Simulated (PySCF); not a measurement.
# CH3BCl2O: the cost of one run

Computed with PySCF 2.14.0; each step states its level. No surroundings beyond the atoms listed, unless a continuum is named. Atoms count from 0, parts from 1.

### 1 The system as given

Each species was relaxed by itself at PBE0-D3(BJ)/def2-SVPD.

### 2 Reaction energy: wB97M-D3(BJ)/def2-TZVPD

The job: settings as JSON, then the geometry in Å.

```
{"job": {"kind": "react", "xc": "wB97M-D3(BJ)", "basis": "def2-TZVPD"}, "charge": 0, "multiplicity": 1}
-1 BCl2F charge 0 multiplicity 1
F     -0.711240     0.131270    -1.225550
B     -0.060690     0.015080    -0.089130
Cl     1.653070     0.340390    -0.053550
Cl    -0.929510    -0.459020     1.347600

-1 CH4O charge 0 multiplicity 1
C     -0.329100    -0.036230     0.012760
O      0.889840     0.660020    -0.048790
H     -0.438120    -0.611970     0.948600
H     -0.465860    -0.721740    -0.841950
H     -1.131990     0.711550    -0.020670
H      1.618470     0.036130    -0.023670

+1 CH3BCl2O charge 0 multiplicity 1
C      0.979810    -0.389260     0.530280
O      0.030640     0.649290     0.398760
B     -0.996740     0.694270    -0.442320
Cl    -1.355350    -0.605050    -1.591190
Cl    -2.046760     2.106670    -0.414320
H      0.784110    -1.205240    -0.177740
H      1.977270     0.030590     0.347360
H      0.933840    -0.770490     1.558570

+1 FH charge 0 multiplicity 1
F      0.459840    -0.008070    -0.013140
H     -0.459840     0.008070     0.013140
```

Level: wB97M-D3(BJ)/def2-TZVPD reaction energy of separated species, gas phase.

Started as:

```sh
$ OMP_NUM_THREADS=1 python cluster_run.py task.json out
```

One launch serves the whole session: the jobs run in the order shown.

Q: Estimate the wall time and peak memory of this first job on 1 thread of Arm Neoverse V2, shared host.

About 26 s, with a peak of 0.78 GiB.
